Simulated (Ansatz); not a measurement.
# F3H3HfO: the cost of one run

Program: Ansatz 0.2.0, Gaussian basis. Level of theory: PBE0-D4, def2-SVP first, then def2-TZVP. These are calculated values, not measurements.

143 further runs of the same task are left out: 143 set aside as unsound or not needed. Runs told in other sessions of the task aren't counted.

## (1) Starting geometry

The guess: 8 atoms, charge 0, spin multiplicity 1.

Atoms are counted from 1 here; the program's logs count them from 0.

Bond lengths: Hf1–O2 1.925 Å, Hf1–F3 1.858 Å, Hf1–F4 1.851 Å, Hf1–F5 1.862 Å, Hf1–H6 2.070 Å, Hf1–H7 2.016 Å, Hf1–H8 2.535 Å, O2–H8 0.970 Å. Angles: O2–Hf1–F3 94.8°, O2–Hf1–F4 150.2°, O2–Hf1–F5 92.8°, O2–Hf1–H6 39.8°, O2–Hf1–H7 71.7°, O2–Hf1–H8 19.6°, F3–Hf1–F4 110.1°, F3–Hf1–F5 101.3°, F3–Hf1–H6 87.0°, F3–Hf1–H7 92.0°, F3–Hf1–H8 79.5°, F4–Hf1–F5 97.6°, F4–Hf1–H6 123.3°, F4–Hf1–H7 91.0°, F4–Hf1–H8 169.6°, F5–Hf1–H6 132.7°, F5–Hf1–H7 160.5°, F5–Hf1–H8 83.9° and more.

Coordinates:

```xyz
8

Hf   -0.2440    0.5753    0.1419
O     1.1199   -0.7798    0.0428
F    -0.9548    0.2054   -1.5342
F    -1.4393    1.5823    1.1328
F     0.9545    1.9419   -0.2640
H    -0.0143   -1.4686    0.3736
H    -0.9891   -1.1318    0.9127
H     1.5672   -0.9247   -0.8056
```

Distances that are to change: Hf1–H7 2.02 Å, O2–H6 1.37 Å, Hf1–O2 1.93 Å, H6–H7 1.16 Å.

## (2) Relaxing the guess with the reacting distances held

Input file hold/in.yaml:

```yaml
crystal:
  periodic: [false, false, false]
  atoms:
    - {symbol: Hf, position_ang: [-0.244000, 0.575300, 0.141900]}
    - {symbol: O, position_ang: [1.119900, -0.779800, 0.042800]}
    - {symbol: F, position_ang: [-0.954800, 0.205400, -1.534200]}
    - {symbol: F, position_ang: [-1.439300, 1.582300, 1.132800]}
    - {symbol: F, position_ang: [0.954500, 1.941900, -0.264000]}
    - {symbol: H, position_ang: [-0.014300, -1.468600, 0.373600]}
    - {symbol: H, position_ang: [-0.989100, -1.131800, 0.912700]}
    - {symbol: H, position_ang: [1.567200, -0.924700, -0.805600]}
basis:
  gaussian: {orbitals: def2-SVP}
hamiltonian: {xc: pbe0, dispersion: d4}
relax: {f_tol: 0.04, max_steps: 150, escape_saddle: false, constraints: [{distance: [0, 6]}, {distance: [1, 5]}, {distance: [0, 1]}, {distance: [5, 6]}]}
```

Command:

```
$ ansatz run in.yaml --threads 8 --pin off --events-out ev --progress --plain --max-ram 19148MiB
```

**Question.** How long does this run take on 8 threads of Intel Xeon 6975P-C, shared host?

About 7.5 s.
